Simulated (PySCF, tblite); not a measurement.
# C5H14OP2: geometry, infrared bands and NMR shifts

Wanted: the infrared bands and NMR shifts of C5H14OP2 (`CP(C)CC[P@H](C)=O`), by calculation.

Computed with tblite 0.8.0 and PySCF 2.14.0, with density-fitted response routines of our own, on a single molecule in the gas phase. Atoms count from 0, in the outputs and in this text.

## Step 1: Starting geometry

22 atoms, charge 0, multiplicity 1; geometry from: force field or distance geometry start.

Bonds of the start (Å): C0–P1 1.85, P1–C2 1.84, P1–C3 1.84, C3–C4 1.53, C4–P5 1.82, P5–C6 1.80, P5–O7 1.51, C0–H8 1.10, C0–H9 1.08, C0–H10 1.09, C2–H11 1.08, C2–H12 1.09, C2–H13 1.10, C3–H14 1.09, C3–H15 1.08, C4–H16 1.10, C4–H17 1.10, P5–H18 1.41, C6–H19 1.09, C6–H20 1.10, C6–H21 1.09.

## Step 2: Geometry optimisation with GFN2-xTB

What the job is given:

```
{"job": {"kind": "relax", "xc": "GFN2-xTB", "basis": "xTB"}, "charge": 0, "multiplicity": 1}
C      2.513600     0.317900     0.718500
P      1.199700    -0.765400     0.007300
C      2.059300    -1.301200    -1.523000
C      0.039500     0.491500    -0.684100
C     -0.779800     1.189700     0.399100
P     -1.849900     0.101400     1.384300
C     -3.049400    -0.473000     0.165800
O     -2.572100     0.970500     2.392200
H      2.140800     0.829900     1.613500
H      3.373900    -0.272200     1.014700
H      2.828200     1.076200    -0.001300
H      2.892400    -1.953400    -1.290200
H      2.420800    -0.440600    -2.085000
H      1.363700    -1.856300    -2.168100
H     -0.634100    -0.015700    -1.372900
H      0.596500     1.229000    -1.241800
H     -0.121600     1.730800     1.090000
H     -1.421100     1.937100    -0.083400
H     -1.097700    -0.982200     1.891200
H     -2.560400    -1.099400    -0.578200
H     -3.818900    -1.068500     0.674700
H     -3.533800     0.373300    -0.324100
```

Run with:

```console
$ OMP_NUM_THREADS=1 python probes_run.py task.json out
```

One launch serves the whole session: the jobs run in the order shown.

**Question.** This job is followed by: GFN2-xTB harmonic vibrations, gas phase; GIAO PBE0/pcSseg-1 NMR shielding, non-relativistic, gas phase. Predict these results of the whole session: strongest single infrared mode (GFN2-xTB); zero-point energy (GFN2-xTB); 13C shifts against TMS (PBE0/pcSseg-1, means over atoms taken as alike); 1H shifts against TMS (PBE0/pcSseg-1, means over atoms taken as alike); 31P shifts against H3PO4 (PBE0/pcSseg-1); 17O shifts against H2O (PBE0/pcSseg-1).

The runs gave:

| quantity | value |
| --- | --- |
| strongest single infrared mode (GFN2-xTB) | 2305 cm⁻¹, 205 km/mol |
| zero-point energy (GFN2-xTB) | 112.5 kcal/mol |
| 13C shifts against TMS (PBE0/pcSseg-1, means over atoms taken as alike) | 31.1, 29.6, 17.0, 15.5 ppm |
| 1H shifts against TMS (PBE0/pcSseg-1, means over atoms taken as alike) | 7.86, 2.14, 2.01, 1.59, 1.53, 1.26, 0.97 ppm |
| 31P shifts against H3PO4 (PBE0/pcSseg-1) | -8.9, -82.7 ppm |
| 17O shifts against H2O (PBE0/pcSseg-1) | 88.4 ppm |

Relaxing lowered the energy by 0.345 eV in 101 steps; the close pair that moved most is P5–O7, from 1.514 to 1.466 Å. All 60 modes are real, so the xTB geometry is a minimum. The strongest single mode, at 2305 cm⁻¹, moves mainly H18. GFN2-xTB is a fitted tight-binding method: band positions and strengths are rough. Its intensities can rank the bands wrongly. At PBE0/pcSseg-1: The widest tensor belongs to P5: span 279 ppm, with a paramagnetic part of -636 ppm.
